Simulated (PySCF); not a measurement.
# TlI3: other functionals and bases at one geometry

The task here is to estimate one member of a computed series from the others.

Program: PySCF 2.14.0. Level of theory: several levels, as the steps say, no spin–orbit coupling. These are calculated values, not measurements.

3 further runs of the same task are left out: 2 for a known fault of the program, 1 that didn't finish.

**Starting geometry**

4 atoms, charge 0, spin multiplicity 1.

Bond lengths: Tl1–I2 2.760 Å, Tl1–I3 2.760 Å, Tl1–I4 2.762 Å. Angles: I2–Tl1–I3 120.1°, I2–Tl1–I4 119.9°, I3–Tl1–I4 119.9°.

Coordinates:

```
Tl    0.08980    0.00000    0.00000
I    -1.28797    0.00000    2.39157
I    -1.28797    0.00000   -2.39157
I     2.85183    0.00000    0.00000
```

Formal oxidation states: Tl +3. An earlier session relaxed this geometry at PBE, Tl def2-SVP with ECP60, I def2-SVP with ECP28 (singlet, point group D3h).

At PBE on the finer grid: E = -1065.737825 Eh, HOMO -6.65 eV, LUMO -4.79 eV, Mulliken charge on Tl1 +0.34 e, largest force component 0.024 eV/Å. 

Levels to run: BLYP; revPBE; wB97X; M06-L; PBE, TZVP; PBE, x2c-SVP. Hardware: 2 threads of Arm Neoverse V1, shared host.

The first run:

run.py (the lines that set the calculation)

```python
mol = gto.M(atom='''
Tl     0.08980     0.00000     0.00000
I     -1.28797     0.00000     2.39157
I     -1.28797     0.00000    -2.39157
I      2.85183     0.00000     0.00000''',
    basis={'Tl': 'def2-SVP', 'I': 'def2-SVP'},
    ecp={'Tl': 'def2-SVP', 'I': 'def2-SVP'},
    charge=0, spin=0)
mf = dft.RKS(mol, xc='BLYP')
mf.grids.atom_grid = (75, 302)
mf = mf.density_fit()  # fitting sets: Tl def2-universal-JKFIT, I def2-universal-JKFIT
mf.conv_tol = 1e-08; mf.max_cycle = 55
mf.kernel(dm0)  # dm0: the density of the relaxed state
```

The run is started by

```bash
OMP_NUM_THREADS=2 python run.py
```

Among the steps run: BLYP; revPBE; wB97X; M06-L; PBE, TZVP; PBE, x2c-SVP.

One of the session's tables, all rows but one given; the rest of the session is left out.

```
             level  HOMO (eV)  gap (eV)  charge on Tl1 (e)  largest force component (eV/Å)
PBE (relaxed here)      -6.65      1.86               0.34                            0.02
              BLYP      -6.40      1.79               0.32                            0.36
            revPBE      -6.60      1.88               0.37                            0.15
             wB97X          ?         ?                  ?                               ?
             M06-L      -6.71      2.19               0.48                            0.16
         PBE, TZVP      -6.74      1.94               0.61                            0.20
      PBE, x2c-SVP      -6.56      1.85               0.46                            0.15
```

Estimate the missing values for wB97X.

The run gave: HOMO (eV): -10.01; gap (eV): 7.55; charge on Tl1 (e): 0.42; largest force component (eV/Å): 0.49. In the column «HOMO (eV)» it is the lowest.

In one basis the HOMO–LUMO gap runs from 1.79 eV (BLYP) to 7.55 eV (wB97X). The largest leftover force, 0.49 eV/Å with wB97X, stands at a geometry relaxed at another level. Total energies of different levels can't be compared.
